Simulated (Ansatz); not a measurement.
# Bi2Te2O: the cost of one run

Program: Ansatz 0.2.0. Level of theory: DFT PBE, scalar-relativistic, plane waves, PAW. These are calculated values, not measurements.

1 further run of the same task is left out (it didn't finish).

**1. The starting structure**

It takes space group P6/mmm (No. 191, hexagonal). The conventional cell has a = 6.042 Å, b = 6.042 Å, c = 5.442 Å, α = 90.00°, β = 90.00°, γ = 120.00°. Around Bi (site symmetry -6m2) lie 2 Te at 2.72 Å. Te (site symmetry -6m2) is surrounded by 2 Bi at 2.72 Å. O (site symmetry 6/mmm) has 6 Te at 3.49 Å as nearest neighbours.

Structure file:

```
CELL_PARAMETERS angstrom
6.04177 0.00000 0.00000
-3.02088 5.23232 0.00000
0.00000 0.00000 5.44199
ATOMIC_POSITIONS crystal
Bi 0.33333 0.66667 0.50000
Bi 0.66667 0.33333 0.50000
Te 0.33333 0.66667 0.00000
Te 0.66667 0.33333 0.00000
O 0.00000 0.00000 0.00000
```

A structure generator made this guess: random cell by space group and Wyckoff sites (P6/mmm, No. 191). Lengths come from tabulated atomic sizes and are only a guess.

**2. Probe: one point on a coarse mesh**

Input file input.yaml:

```yaml
crystal:
  lattice:
    - [6.04176821, 0.0, 0.0]
    - [-3.02088411, 5.23232476, 0.0]
    - [0.0, 0.0, 5.44199037]
  atoms:
    - { symbol: Bi, position: [0.33333333, 0.66666667, 0.5] }
    - { symbol: Bi, position: [0.66666667, 0.33333333, 0.5] }
    - { symbol: Te, position: [0.33333333, 0.66666667, 0.0] }
    - { symbol: Te, position: [0.66666667, 0.33333333, 0.0] }
    - { symbol: O, position: [0.0, 0.0, 0.0] }
basis:
  ecutwfc: 420
kpoints:
  mp_grid: { grid: [3, 3, 4] }
hamiltonian:
  xc: pbe
scf:
  occupations: { method: gaussian, width: 0.1 }
  lower_state_search: "off"
output:
  forces: true
  stress: true
  eigenvalues: true
```

Run with:

```
$ ansatz run input.yaml --threads 1 --pin off --max-ram 2560MiB --backend cpu --events-out ev --progress --plain --runs-dir out
```

**Question.** How long does this run take on 1 thread of Intel Xeon at 2.70GHz, shared host, and how much memory does it need?

About 8.2 s, with a peak of 0.46 GiB.
